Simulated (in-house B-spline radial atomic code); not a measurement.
# Ge⁹⁺: excited configurations

How much energy does it take to promote electrons of Ge⁹⁺ to other shells? Each configuration is solved by itself and compared with the reference.

The numbers are computed with in-house B-spline radial atomic code version 1 (Dirac-Hartree-Fock, average of configuration, Fermi nucleus, basis-set limit), except any that are marked as measured or tabulated.

## 1. The atom as given

* element: germanium (Z = 32)
* charge: +9
* electrons: 23
* configuration: [Ar] 3d5
* Hamiltonian: Dirac-Coulomb
* nucleus: Fermi, rms radius 4.074 fm

Outer shells as boxes (Hund's rule):

[Ar] 3d5
```
[Ar] core
3d [↑ ][↑ ][↑ ][↑ ][↑ ]
```

The boxes draw the filling by Hund's rule, which heavy ions in jj coupling don't follow; these runs average over all states of the configuration.

Input settings:

```ini
Z = 32
electrons = 23.0
configuration = [Ar] 3d5
hamiltonian = dirac
method = hf
spin_polarised = False
nucleus = fermi
rms_radius = 4.0742
mass_number = 74
atomic_mass = 73.92117776
speed_of_light = 137.035999084
```

The reference is known from an earlier run: -2066.654590 hartree in all. Up to eight levels, counted from the top:

```
orbital  occupation  energy (eV)  <r> (bohr)
  2s1/2           2     -1683.00      0.2087
  2p1/2           2     -1516.23      0.1808
  2p3/2           4     -1484.00      0.1843
  3s1/2           2      -404.28      0.5901
  3p1/2           2      -345.00      0.5933
  3p3/2           4      -339.79      0.6009
  3d3/2           2      -249.85      0.5862
  3d5/2           3      -249.04      0.5886
```

## 2. [Ne] 3s2 3p5 3d5 5d1

Input settings:

```ini
Z = 32
electrons = 23.0
configuration = [Ne] 3s2 3p5 3d5 5d1
hamiltonian = dirac
method = hf
spin_polarised = False
nucleus = fermi
rms_radius = 4.0742
mass_number = 74
atomic_mass = 73.92117776
speed_of_light = 137.035999084
```

## 3. [Ne] 3s2 3p5 3d5 6d1

Changes to the settings of step 2:

```diff
@@ -2,3 +2,3 @@
 electrons = 23.0
-configuration = [Ne] 3s2 3p5 3d5 5d1
+configuration = [Ne] 3s2 3p5 3d5 6d1
 hamiltonian = dirac
```

## 4. Run with [Ar] 3d4 5p1

Changes to the settings of step 3:

```diff
@@ -2,3 +2,3 @@
 electrons = 23.0
-configuration = [Ne] 3s2 3p5 3d5 6d1
+configuration = [Ar] 3d4 5p1
 hamiltonian = dirac
```

## 5. [Ar] 3d4 6f1

Changes to the settings of step 4:

```diff
@@ -2,3 +2,3 @@
 electrons = 23.0
-configuration = [Ar] 3d4 5p1
+configuration = [Ar] 3d4 6f1
 hamiltonian = dirac
```

## 6. [Ar] 3d4 6p1

Changes to the settings of step 5:

```diff
@@ -2,3 +2,3 @@
 electrons = 23.0
-configuration = [Ar] 3d4 6f1
+configuration = [Ar] 3d4 6p1
 hamiltonian = dirac
```

## 7. [Ar] 3d4 6d1

Changes to the settings of step 6:

```diff
@@ -2,3 +2,3 @@
 electrons = 23.0
-configuration = [Ar] 3d4 6p1
+configuration = [Ar] 3d4 6d1
 hamiltonian = dirac
```

## 8. Configuration [Ar] 3d4 5f1

Changes to the settings of step 7:

```diff
@@ -2,3 +2,3 @@
 electrons = 23.0
-configuration = [Ar] 3d4 6d1
+configuration = [Ar] 3d4 5f1
 hamiltonian = dirac
```

## 9. [Ar] 3d4 4p1

Changes to the settings of step 8:

```diff
@@ -2,3 +2,3 @@
 electrons = 23.0
-configuration = [Ar] 3d4 5f1
+configuration = [Ar] 3d4 4p1
 hamiltonian = dirac
```

**Question.** How far above the reference does each configuration lie (order and size, in eV)?

The runs gave:

| net move | configuration | energy above the reference (eV) | with Breit, QED, recoil (eV) | largest <r> (bohr) |
| --- | --- | --- | --- | --- |
| 3d → 4p | [Ar] 3d4 4p1 | 108.99 | 109.03 | 1.43 |
| 3d → 5p | [Ar] 3d4 5p1 | 168.59 | 168.60 | 2.54 |
| 3d → 5f | [Ar] 3d4 5f1 | 190.45 | 190.44 | 2.98 |
| 3d → 6p | [Ar] 3d4 6p1 | 196.17 | 196.18 | 3.96 |
| 3d → 6d | [Ar] 3d4 6d1 | 202.36 | 202.36 | 4.30 |
| 3d → 6f | [Ar] 3d4 6f1 | 207.81 | 207.80 | 4.59 |
| 3p → 5d | [Ne] 3s2 3p5 3d5 5d1 | 272.69 | 272.51 | 2.79 |
| 3p → 6d | [Ne] 3s2 3p5 3d5 6d1 | 294.76 | 294.57 | 4.30 |

Quantum defects of the promoted electron, δ = n − ζ/√(−2ε) with ζ = 10 and ε its orbital energy in hartree:

| promotion | δ |
| --- | --- |
| 3d → 4p | 0.860 |
| 3d → 5p | 0.832 |
| 3d → 5f | 0.091 |
| 3d → 6p | 0.821 |
| 3d → 6d | 0.473 |
| 3d → 6f | 0.100 |
| 3p → 5d | 0.480 |
| 3p → 6d | 0.473 |

**Reading.** The energies run from 108.99 eV (3d → 4p) to 294.76 eV (3p → 6d). 2 of them lie more than 2 % above the ionisation threshold that Koopmans' theorem gives (249.04 eV), where such states can decay by emitting an electron. Of those tabulated, the defect is largest for 4p (0.86) and least for 5f (0.09): low angular momentum penetrates the core, high angular momentum stays outside it. Two partly filled shells share a symmetry and can mix in the average, which may lower the energy, for: 3d → 6d; 3p → 5d; 3p → 6d. These are averages over configurations, without correlation, not spectroscopic levels.
